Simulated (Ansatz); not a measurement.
**CH3NO2Si: how energies converge with the basis set**

The task here is to estimate one member of a computed series from the others.

Method: one geometry, several basis sets; program: Ansatz 0.2.0, Gaussian basis.

Plan: PBE0-D4/def2-SVP; ωB97M-V/def2-SVP; PBE0-D4/def2-QZVPP; ωB97M-V/def2-QZVPP; the functionals' def2-TZVPP values are taken from earlier runs.

### The relaxed structure

The geometry comes from an earlier relaxation with PBE0-D4 in a triple-zeta def2 set; it is a stationary point, not always the lowest conformer.

SMILES `O=C=N[SiH2]O`, 8 atoms, charge 0, spin multiplicity 1.

Atoms are counted from 1 here; the program's logs count them from 0.

Bond lengths: O1–C2 1.164 Å, C2–N3 1.194 Å, N3–Si4 1.711 Å, Si4–O5 1.634 Å, Si4–H6 1.476 Å, Si4–H7 1.480 Å, O5–H8 0.958 Å. Angles: O1–C2–N3 177.8°, C2–N3–Si4 160.5°, N3–Si4–O5 111.7°, N3–Si4–H6 109.2°, N3–Si4–H7 105.9°, O5–Si4–H6 106.0°, O5–Si4–H7 111.6°, H6–Si4–H7 112.5°, Si4–O5–H8 118.8°.

Set-up of the first run:

The input, in.yaml:

```yaml
crystal:
  periodic: [false, false, false]
  atoms:
    - {symbol: O, position_ang: [1.115858, -2.983687, 0.461129]}
    - {symbol: C, position_ang: [0.870075, -1.863154, 0.264818]}
    - {symbol: N, position_ang: [0.648129, -0.713358, 0.029538]}
    - {symbol: Si, position_ang: [-0.035002, 0.851927, 0.135459]}
    - {symbol: O, position_ang: [-1.552394, 0.889939, -0.470720]}
    - {symbol: H, position_ang: [-0.155193, 1.233687, 1.555763]}
    - {symbol: H, position_ang: [0.875189, 1.744341, -0.616967]}
    - {symbol: H, position_ang: [-1.674563, 0.783206, -1.414921]}
basis:
  gaussian: {orbitals: def2-SVP}
hamiltonian: {xc: pbe0, dispersion: d4}
output: {orbitals: {seedname: orbitals}}
```

Started as:

```
ansatz run in.yaml --threads 2 --pin off --events-out ev --progress --plain --max-ram 4352MiB
```

Among the steps run: PBE0-D4 in def2-SVP; ωB97M-V in def2-SVP; PBE0-D4 in def2-QZVPP; ωB97M-V in def2-QZVPP.

One of the session's tables, all rows but one given; the rest of the session is left out.

```
functional       basis  HOMO (eV)  LUMO (eV)
   PBE0-D4    def2-SVP      -8.54       0.33
   PBE0-D4  def2-TZVPP          ?          ?
   PBE0-D4  def2-QZVPP      -8.71      -0.31
   ωB97M-V    def2-SVP     -10.71       2.32
   ωB97M-V  def2-TZVPP     -10.90       1.58
   ωB97M-V  def2-QZVPP     -10.94       1.16
```

Estimate the missing values for PBE0-D4, def2-TZVPP.

**Answer.** HOMO (eV): -8.68; LUMO (eV): -0.13. In the column «HOMO (eV)» it lies between PBE0-D4, def2-QZVPP (-8.71) and PBE0-D4, def2-SVP (-8.54).
